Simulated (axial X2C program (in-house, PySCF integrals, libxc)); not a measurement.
# A two-component session on TeCu: EOM-IP-CCSD levels

Aim: EOM-IP-CCSD levels of TeCu, with spin–orbit coupling in the Hamiltonian from the start.

Computed with an in-house X2C program for linear molecules on PySCF integrals. Level: two-component X2C with atomic mean-field terms, Te dyall-acv3z, Cu dyall-acv3z.

All values are calculated.

## 1. Input

Contents of task.json:

```json
{"zs": [52, 29], "q": 0, "bas": ["dyall-acv3z", "dyall-acv3z"], "r0": 2.43, "eom": "ip", "rq": -1, "thr": -1.0, "nmax": 95, "grid": [1, 0.96, 1.045, 0.92, 1.09, 1.15]}
```

Keys: zs atomic numbers; q charge; bas basis sets; r0 starting distance in Å; eom kind of EOM run; thr threshold in hartree for freezing inner shells (an s shell follows its p shell); nmax most natural virtual spinors; grid distances as factors.

On the command line:

```sh
python soeom.py task.json out
```

After this run come: EOM-IP-CCSD at 2.350 Å.

What does the calculation give? Wanted: next root led by one particle; T1 of the reference; lowest state, Re and ωe.

**Answer**, as computed:

```
                     quantity                            value
       lowest root at 2.350 Å                Ω = 3/2, 1.757 eV
next root led by one particle  Ω = 1/2, about 3160 cm⁻¹ higher
          T1 of the reference                            0.033
      lowest state, Re and ωe              2.377 Å, 247.2 cm⁻¹
```

**Reading.** Removing an electron from the reference determinant of TeCu⁻ costs 1.76 eV and empties a spinor of 79% Te pπ, 12% Cu pπ, 9% Cu dπ. Errors of 0.1 to 0.3 eV are usual at this size, and roots led by higher excitations are left out, so the list is incomplete, and low states of that kind can be missing. T1 or the largest double amplitude of the reference is raised, which lowers the reliability. The bond is 0.018 Å longer than in the closed-shell reference at CCSD (2.358 Å).
